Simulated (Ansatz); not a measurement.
# ClFH3HfNO: basis-set convergence

One table from this session's results is given with a row withheld; the runs are named, their logs left out.

Computed with Ansatz 0.2.0, Gaussian basis. Level: one geometry, several basis sets.

Plan: PBE0-D4/def2-SVP; ωB97M-V/def2-SVP; PBE0-D4/def2-QZVPP; ωB97M-V/def2-QZVPP; the functionals' def2-TZVPP values are taken from earlier runs.

### The relaxed structure

An earlier PBE0-D4 in a triple-zeta def2 set relaxation fixed the geometry. Hf takes the def2 core potential; no spin-orbit term is included.

SMILES `[NH2][Hf]([OH])([F])[Cl]`, 8 atoms, charge 0, spin multiplicity 1.

Atoms are counted from 1 here; the program's logs count them from 0.

Bond lengths: N1–Hf2 2.017 Å, N1–H6 1.011 Å, N1–H7 1.010 Å, Hf2–O3 1.906 Å, Hf2–F4 1.911 Å, Hf2–Cl5 2.370 Å, O3–H8 0.952 Å. Angles: Hf2–N1–H6 125.6°, Hf2–N1–H7 125.5°, H6–N1–H7 108.9°, N1–Hf2–O3 106.0°, N1–Hf2–F4 108.1°, N1–Hf2–Cl5 110.1°, O3–Hf2–F4 113.7°, O3–Hf2–Cl5 111.3°, F4–Hf2–Cl5 107.5°, Hf2–O3–H8 165.1°.

The first run:

in.yaml reads:

```yaml
crystal:
  periodic: [false, false, false]
  atoms:
    - {symbol: N, position_ang: [1.389114, 0.587056, 0.106761]}
    - {symbol: Hf, position_ang: [-0.406091, -0.157910, -0.431980]}
    - {symbol: O, position_ang: [-1.203747, -0.818067, 1.167681]}
    - {symbol: F, position_ang: [-0.118273, -1.501794, -1.759311]}
    - {symbol: Cl, position_ang: [-1.730386, 1.543098, -1.417431]}
    - {symbol: H, position_ang: [2.133859, 0.842004, -0.527264]}
    - {symbol: H, position_ang: [1.691139, 0.762635, 1.054399]}
    - {symbol: H, position_ang: [-1.755615, -1.257023, 1.807143]}
basis:
  gaussian: {orbitals: def2-SVP}
hamiltonian: {xc: pbe0, dispersion: d4}
output: {orbitals: {seedname: orbitals}}
```

Launch:

```
$ ansatz run in.yaml --threads 4 --pin off --events-out ev --progress --plain --max-ram 10444MiB
```

Steps of the session up to this table: PBE0-D4 in def2-SVP; ωB97M-V in def2-SVP; PBE0-D4 in def2-QZVPP; ωB97M-V in def2-QZVPP.

One of the session's tables, all rows but one given; the rest of the session is left out.

It belongs to the step «Functionals by basis». 

```
functional       basis  HOMO (eV)
   PBE0-D4    def2-SVP      -7.70
   PBE0-D4  def2-TZVPP      -7.81
   PBE0-D4  def2-QZVPP      -7.86
   ωB97M-V    def2-SVP     -10.01
   ωB97M-V  def2-TZVPP          ?
   ωB97M-V  def2-QZVPP     -10.20
```

**Question.** Estimate the row for ωB97M-V, def2-TZVPP.

**Answer.** HOMO (eV): -10.15. In the column «HOMO (eV)» it lies between ωB97M-V, def2-QZVPP (-10.20) and ωB97M-V, def2-SVP (-10.01).
